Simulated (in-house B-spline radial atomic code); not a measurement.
**Excited states and polarisability of As³⁺ by several methods**

One table from this session's results is given with a row withheld; the runs are named, their logs left out.

The numbers are computed with in-house B-spline radial atomic code version 1 (linear response of a closed shell, each method with its own adiabatic kernel; spin-free one-electron X2C, finite nucleus; B-spline basis; no spin-orbit coupling, no double excitations; only terms of natural parity, (−1)^L, with L up to 3 are computed), except any that are marked as measured or tabulated.

## The system

```
element       : arsenic (Z = 33)
charge        : +3
configuration : [Ar] 3d10 4s2
runs          : TDHF; BSE on G0W0@HF; LDA (VWN5); PBE; PBE0; B3LYP; CAM-B3LYP; LC-ωPBE; ωB97X; HSE06; BHandHLYP; BLYP; PBEsol; BP86; exchange-only LDA; B97-1; RPBE; OLYP
```

Outer shells as boxes (Hund's rule):

As³⁺
```
[Ar] core
3d [↑↓][↑↓][↑↓][↑↓][↑↓]
4s [↑↓]
```

Set-up of the first run:

The run's settings:

```ini
Z = 33
electrons = 30.0
configuration = [Ar] 3d10 4s2
hamiltonian = x2c
method = hf
box_radius = 23.08
rms_radius = 4.0968
intervals = 72
```

The run is started by

```console
$ python run_td.py task.json out
```

task.json lists these runs, among others, and the program works through them in turn.

Steps of the session up to this table: TDHF.

One table of the session follows, with a row left open; its other results are not shown here.

It belongs to the step «TDHF». 

```
   state  full (eV)  Tamm-Dancoff (eV)
4s→4p ³P      7.723              8.316
4s→4p ¹P     13.201             13.632
4s→4d ³D     24.754             24.776
4s→5s ³S     25.869             25.886
4s→4d ¹D     26.120             26.149
4s→5s ¹S     26.923             26.950
4s→5p ³P     29.774             29.794
4s→5p ¹P     30.301             30.343
4s→4f ³F     34.202             34.205
4s→4f ¹F     34.442             34.444
4s→5d ³D     35.109             35.115
4s→6s ³S          ?                  ?
4s→5d ¹D     35.478             35.487
4s→6s ¹S     35.807             35.816
```

**Question.** Estimate the row for 4s→6s ³S.

As computed: full (eV): 35.481; Tamm-Dancoff (eV): 35.486. In the column «full (eV)» it lies between 4s→5d ¹D (35.478) and 4s→6s ¹S (35.807).
